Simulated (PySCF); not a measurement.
# [BiBr2]+: other spin states, a change of charge and excitations

Aim: at the relaxed geometry of [BiBr2]+, try other spin states, a change of charge and excitations. It is a constructed species; whether it can be made isn't addressed.

Method: PBE, Bi def2-SVP with ECP60, Br def2-SVP; scalar-relativistic core potentials, no spin–orbit coupling; program: PySCF 2.14.0.

1 further run of the same task is left out (for a known fault of the program).

## 1. The starting structure

3 atoms, charge 1, spin multiplicity 1.

Bond lengths: Bi1–Br2 2.552 Å, Bi1–Br3 2.552 Å. Angles: Br2–Bi1–Br3 101.9°.

As a file:

```
Bi    0.00087    0.96830    0.00000
Br   -0.00058   -0.63974    1.98211
Br   -0.00058   -0.63974   -1.98211
```

Formal oxidation states: Bi +3. An earlier session relaxed this geometry at PBE, Bi def2-SVP with ECP60, Br def2-SVP (singlet, point group C2v).

Its energy there is -5361.374873 Eh.

## 2. Multiplicity 3 at the relaxed geometry

run.py (the lines that set the calculation)

```python
mol = gto.M(atom='''
Bi     0.00087     0.96830     0.00000
Br    -0.00058    -0.63974     1.98211
Br    -0.00058    -0.63974    -1.98211''',
    basis={'Bi': 'def2-SVP', 'Br': 'def2-SVP'},
    ecp={'Bi': 'def2-SVP'},
    charge=1, spin=2)
mf = dft.UKS(mol, xc='PBE')
mf.grids.atom_grid = (50, 194)
mf = mf.density_fit()  # fitting sets: Bi def2-universal-JKFIT, Br def2-universal-JKFIT
mf.conv_tol = 1e-08; mf.max_cycle = 55
mf.kernel(dm0)  # dm0: free metal ions and neutral atoms
```

Command:

```
OMP_NUM_THREADS=2 python run.py
```

Log:

```text
init E= -5444.13109624429
  HOMO = -0.26849626407  LUMO = -0.255710573899  gap/eV = 0.34792
cycle= 1 E= -5351.58195688348  delta_E= 92.5  |g|= 5.89  |ddm|= 5.26
cycle= 2 E= -5287.10342226324  delta_E= 64.5  |g|= 7.06  |ddm|= 15.8
cycle= 3 E= -5342.46612061064  delta_E= -55.4  |g|= 3.82  |ddm|= 17.2
cycle= 4 E= -5360.76580773259  delta_E= -18.3  |g|= 0.94  |ddm|= 7.94
cycle= 5 E= -5359.98233353574  delta_E= 0.783  |g|= 1.24  |ddm|= 3.25
cycle= 6 E= -5361.28022992413  delta_E= -1.3  |g|= 0.184  |ddm|= 1.74
cycle= 7 E= -5361.28544466414  delta_E= -0.00521  |g|= 0.079  |ddm|= 1.19
cycle= 8 E= -5361.29059114323  delta_E= -0.00515  |g|= 0.0446  |ddm|= 1.18
cycle= 9 E= -5361.29186963221  delta_E= -0.00128  |g|= 0.0202  |ddm|= 0.0471
cycle= 10 E= -5361.29212295215  delta_E= -0.000253  |g|= 0.00972  |ddm|= 0.0294
cycle= 11 E= -5361.29196550667  delta_E= 0.000157  |g|= 0.0147  |ddm|= 0.0811
cycle= 12 E= -5361.29201749049  delta_E= -5.2e-05  |g|= 0.0131  |ddm|= 0.0923
cycle= 13 E= -5361.29214733596  delta_E= -0.00013  |g|= 0.00682  |ddm|= 0.132
cycle= 14 E= -5361.29218906816  delta_E= -4.17e-05  |g|= 0.00247  |ddm|= 0.0967
cycle= 15 E= -5361.29219344344  delta_E= -4.38e-06  |g|= 0.000698  |ddm|= 0.00931
cycle= 16 E= -5361.29219382313  delta_E= -3.8e-07  |g|= 5.82e-05  |ddm|= 0.00182
cycle= 17 E= -5361.29219382607  delta_E= -2.95e-09  |g|= 7.47e-06  |ddm|= 0.000474
Extra cycle  E= -5361.29219378095  delta_E= 4.51e-08  |g|= 0.000201  |ddm|= 0.00149
converged SCF energy = -5361.29219378095  <S^2> = 2.0025876  2S+1 = 3.0017246
```

Run time: 4.4 s. Hardware: 2 threads of Arm Neoverse V1, shared host.

It gives: E = -5361.292194 Eh (+2.250 eV from the relaxed state), HOMO -10.21 eV, LUMO -12.90 eV (over both spins), ⟨S²⟩ = 2.003, Mulliken charge on Bi1 +0.75 e. An empty level of one spin lies below a filled level of the other.

## 3. One electron removed, multiplicity 2

run.py (the lines that set the calculation), as its differences from that of step 2:

```diff
@@ -6,3 +6,3 @@
     ecp={'Bi': 'def2-SVP'},
-    charge=1, spin=2)
+    charge=2, spin=1)
 mf = dft.UKS(mol, xc='PBE')
@@ -11,2 +11,2 @@
 mf.conv_tol = 1e-08; mf.max_cycle = 55
-mf.kernel(dm0)  # dm0: free metal ions and neutral atoms
+mf.kernel(dm0)  # dm0: the density of the relaxed state
```

Command:

```
OMP_NUM_THREADS=2 python run.py
```

Log:

```text
init E= -5361.37946785428
  HOMO = -0.456639583013  LUMO = -0.453540704646  gap/eV = 0.08432
cycle= 1 E= -5360.78292728093  delta_E= 0.597  |g|= 0.19  |ddm|= 0.834
  HOMO = -0.729690917554  LUMO = -0.726767647828  gap/eV = 0.07955
cycle= 2 E= -5360.69132693269  delta_E= 0.0916  |g|= 0.382  |ddm|= 1.52
  HOMO = -0.690320188646  LUMO = -0.683204647532  gap/eV = 0.19362
cycle= 3 E= -5360.79972585145  delta_E= -0.108  |g|= 0.108  |ddm|= 1.46
  HOMO = -0.68241285403  LUMO = -0.672499159248  gap/eV = 0.26977
cycle= 4 E= -5360.74094898804  delta_E= 0.0588  |g|= 0.25  |ddm|= 0.811
  HOMO = -0.683948949307  LUMO = -0.676038165169  gap/eV = 0.21526
cycle= 5 E= -5360.78567050509  delta_E= -0.0447  |g|= 0.151  |ddm|= 0.997
  HOMO = -0.681775089329  LUMO = -0.675609323654  gap/eV = 0.16778
cycle= 6 E= -5360.80936756311  delta_E= -0.0237  |g|= 0.00977  |ddm|= 0.429
  HOMO = -0.681317904083  LUMO = -0.675529534534  gap/eV = 0.15751
cycle= 7 E= -5360.80903239641  delta_E= 0.000335  |g|= 0.0203  |ddm|= 0.0717
  HOMO = -0.681858549784  LUMO = -0.675661820598  gap/eV = 0.16862
cycle= 8 E= -5360.80943361443  delta_E= -0.000401  |g|= 0.00502  |ddm|= 0.0455
  HOMO = -0.681986292465  LUMO = -0.675686587093  gap/eV = 0.17142
cycle= 9 E= -5360.80935642226  delta_E= 7.72e-05  |g|= 0.00993  |ddm|= 0.0156
  HOMO = -0.681991515377  LUMO = -0.675676195503  gap/eV = 0.17185
cycle= 10 E= -5360.80936571661  delta_E= -9.29e-06  |g|= 0.00947  |ddm|= 0.00156
  HOMO = -0.681991086468  LUMO = -0.675675291527  gap/eV = 0.17186
...
  HOMO = -0.681996839425  LUMO = -0.575733840208  gap/eV = 2.89156
cycle= 5 E= -5360.80945443235  delta_E= -4.42e-06  |g|= 0.00146  |ddm|= 0.00612
  HOMO = -0.68193862634  LUMO = -0.5756339449  gap/eV = 2.89270
cycle= 6 E= -5360.80945465962  delta_E= -2.27e-07  |g|= 0.00141  |ddm|= 0.00196
  HOMO = -0.681969884016  LUMO = -0.575665904898  gap/eV = 2.89268
cycle= 7 E= -5360.80945549777  delta_E= -8.38e-07  |g|= 0.00102  |ddm|= 0.00114
  HOMO = -0.681959180698  LUMO = -0.575649163765  gap/eV = 2.89284
cycle= 8 E= -5360.80945617406  delta_E= -6.76e-07  |g|= 0.000527  |ddm|= 0.000846
  HOMO = -0.681958434481  LUMO = -0.575644199185  gap/eV = 2.89296
cycle= 9 E= -5360.80945640347  delta_E= -2.29e-07  |g|= 0.0002  |ddm|= 0.000551
  HOMO = -0.681963300483  LUMO = -0.575649343684  gap/eV = 2.89295
cycle= 10 E= -5360.80945644517  delta_E= -4.17e-08  |g|= 5.87e-05  |ddm|= 0.000265
  HOMO = -0.681962805263  LUMO = -0.575648318188  gap/eV = 2.89296
cycle= 11 E= -5360.8094564483  delta_E= -3.13e-09  |g|= 5e-05  |ddm|= 0.000101
  HOMO = -0.681962317387  LUMO = -0.675647569167  gap/eV = 0.17183
Extra cycle  E= -5360.80945450388  delta_E= 1.94e-06  |g|= 0.0014  |ddm|= 0.00378
SCF not converged.
  HOMO = -0.682006561549  LUMO = -0.675604913696  gap/eV = 0.17420
macro= 0  E= -5360.80945645161  delta_E= -1.94772e-06  |g|= 0.0013995  1 KF 4 JK
macro= 1  E= -5360.8094564516  delta_E= 3.63798e-12  |g|= 2.90038e-05  1 KF 2 JK
macro X = 2  E=-5360.8094564516  |g|= 2.90038e-05  total 3 KF 9 JK
converged SCF energy = -5360.8094564516  <S^2> = 0.75479172  2S+1 = 2.004786
```

Wall time 15 s (2 threads of Arm Neoverse V1, shared host).

Read off: E = -5360.809456 Eh (+15.386 eV from the relaxed state), HOMO -18.56 eV, LUMO -18.39 eV (over both spins), ⟨S²⟩ = 0.755, Mulliken charge on Bi1 +1.28 e. 

## 4. One electron added, multiplicity 2

run.py (the lines that set the calculation), as its differences from that of step 3:

```diff
@@ -6,3 +6,3 @@
     ecp={'Bi': 'def2-SVP'},
-    charge=2, spin=1)
+    charge=0, spin=1)
 mf = dft.UKS(mol, xc='PBE')
```

Command:

```
OMP_NUM_THREADS=2 python run.py
```

Log:

```text
init E= -5361.37927234334
  HOMO = -0.385184430605  LUMO = -0.382883551364  gap/eV = 0.06261
cycle= 1 E= -5361.63503773802  delta_E= -0.256  |g|= 0.152  |ddm|= 0.999
  HOMO = -0.134355208752  LUMO = -0.103895688567  gap/eV = 0.82885
cycle= 2 E= -5361.61513040627  delta_E= 0.0199  |g|= 0.231  |ddm|= 0.806
  HOMO = -0.170854932625  LUMO = -0.139811476749  gap/eV = 0.84474
cycle= 3 E= -5361.6545589472  delta_E= -0.0394  |g|= 0.0623  |ddm|= 0.438
  HOMO = -0.175507640343  LUMO = -0.142819049113  gap/eV = 0.88950
cycle= 4 E= -5361.65649489725  delta_E= -0.00194  |g|= 0.0185  |ddm|= 0.111
  HOMO = -0.178342481703  LUMO = -0.144793849033  gap/eV = 0.91290
cycle= 5 E= -5361.65667800609  delta_E= -0.000183  |g|= 0.00267  |ddm|= 0.0282
  HOMO = -0.17849124012  LUMO = -0.144649801025  gap/eV = 0.92087
cycle= 6 E= -5361.6566820468  delta_E= -4.04e-06  |g|= 0.000925  |ddm|= 0.0049
  HOMO = -0.17850328153  LUMO = -0.144548686104  gap/eV = 0.92395
cycle= 7 E= -5361.65668264432  delta_E= -5.98e-07  |g|= 0.000222  |ddm|= 0.00175
  HOMO = -0.178493567192  LUMO = -0.144519554736  gap/eV = 0.92448
cycle= 8 E= -5361.65668268778  delta_E= -4.35e-08  |g|= 5.94e-05  |ddm|= 0.000464
  HOMO = -0.178495726825  LUMO = -0.144517773377  gap/eV = 0.92459
cycle= 9 E= -5361.65668269089  delta_E= -3.1e-09  |g|= 2.27e-05  |ddm|= 0.000129
  HOMO = -0.178498071744  LUMO = -0.144520303371  gap/eV = 0.92458
Extra cycle  E= -5361.6566826898  delta_E= 1.08e-09  |g|= 4.6e-05  |ddm|= 0.000113
converged SCF energy = -5361.6566826898  <S^2> = 0.75164315  2S+1 = 2.0016425
```

It took 2.4 s on 2 threads of Arm Neoverse V1, shared host.

Read off: E = -5361.656683 Eh (-7.668 eV from the relaxed state), HOMO -4.86 eV, LUMO -3.93 eV (over both spins), ⟨S²⟩ = 0.752, Mulliken charge on Bi1 +0.50 e. 

## 5. Singlet excitations, Tamm-Dancoff PBE0

run.py (the lines that set the calculation), as its differences from that of step 4:

```diff
@@ -6,4 +6,4 @@
     ecp={'Bi': 'def2-SVP'},
-    charge=0, spin=1)
-mf = dft.UKS(mol, xc='PBE')
+    charge=1, spin=0)
+mf = dft.RKS(mol, xc='PBE0')
 mf.grids.atom_grid = (50, 194)
```

Command:

```
OMP_NUM_THREADS=2 python run.py
```

Log:

```text
init E= -5361.50950720985
  HOMO = -0.503742857942012  LUMO = -0.361345052341022  gap/eV = 3.87484
cycle= 1 E= -5361.51134021109  delta_E= -0.00183  |g|= 0.0872  |ddm|= 0.244
  HOMO = -0.492552804572301  LUMO = -0.372113885203326  gap/eV = 3.27731
cycle= 2 E= -5361.50645296003  delta_E= 0.00489  |g|= 0.146  |ddm|= 0.279
  HOMO = -0.50207622756579  LUMO = -0.365044349540042  gap/eV = 3.72883
cycle= 3 E= -5361.51273799738  delta_E= -0.00629  |g|= 0.0201  |ddm|= 0.218
  HOMO = -0.50083284431149  LUMO = -0.36637174595306  gap/eV = 3.65887
cycle= 4 E= -5361.51290265818  delta_E= -0.000165  |g|= 0.000909  |ddm|= 0.032
  HOMO = -0.500694018341818  LUMO = -0.366160204531617  gap/eV = 3.66085
cycle= 5 E= -5361.51290306557  delta_E= -4.07e-07  |g|= 0.000382  |ddm|= 0.00266
  HOMO = -0.500745833325212  LUMO = -0.366194272979889  gap/eV = 3.66133
cycle= 6 E= -5361.51290311083  delta_E= -4.53e-08  |g|= 0.000106  |ddm|= 0.000564
  HOMO = -0.500737732382877  LUMO = -0.36620267067439  gap/eV = 3.66089
cycle= 7 E= -5361.51290311602  delta_E= -5.19e-09  |g|= 1.89e-05  |ddm|= 0.000227
  HOMO = -0.500735557843503  LUMO = -0.366203043080084  gap/eV = 3.66082
Extra cycle  E= -5361.51290311602  delta_E= 9.09e-12  |g|= 2.09e-05  |ddm|= 5.2e-05
converged SCF energy = -5361.51290311602
```

Wall time 16 s (2 threads of Arm Neoverse V1, shared host).

Read off: E = -5361.512903 Eh, HOMO -13.63 eV, LUMO -9.96 eV, Mulliken charge on Bi1 +1.09 e. 

Singlet excitations:

| state | energy (eV) | oscillator strength |
| --- | --- | --- |
| 1 | 2.37 | 0.0000 |
| 2 | 2.56 | 0.0009 |
| 3 | 3.29 | 0.0555 |
| 4 | 3.94 | 0.0039 |
| 5 | 4.06 | 0.0208 |
| 6 | 4.65 | 0.0000 |
| 7 | 4.78 | 0.0128 |
| 8 | 4.81 | 0.0000 |

## 6. Results

| state | energy from the relaxed state (eV) | ⟨S²⟩ | time |
| --- | --- | --- | --- |
| charge +1, singlet, vacuum (relaxed) | 0 | 0.00 |  |
| charge 0, doublet, vacuum | -7.67 | 0.75 | 2.4 s |
| charge +1, triplet, vacuum | 2.25 | 2.00 | 4.4 s |
| charge +2, doublet, vacuum | 15.39 | 0.75 | 15 s |

An electron taken off or put on is at rest in vacuum. 

In the excitation run (PBE0), the lowest singlet lies at 2.37 eV (gaps between orbitals at other levels can't be set against it), and the brightest of the eight at 3.29 eV (f = 0.056); spin–orbit coupling would mix in triplets. Removing an electron vertically costs 15.39 eV (doublet), against −HOMO = 12.38 eV. Adding an electron vertically releases 7.67 eV (doublet). The triplet lies 2.25 eV above at this geometry. These are double-zeta-type bases without diffuse functions. Spin–orbit coupling is left out.
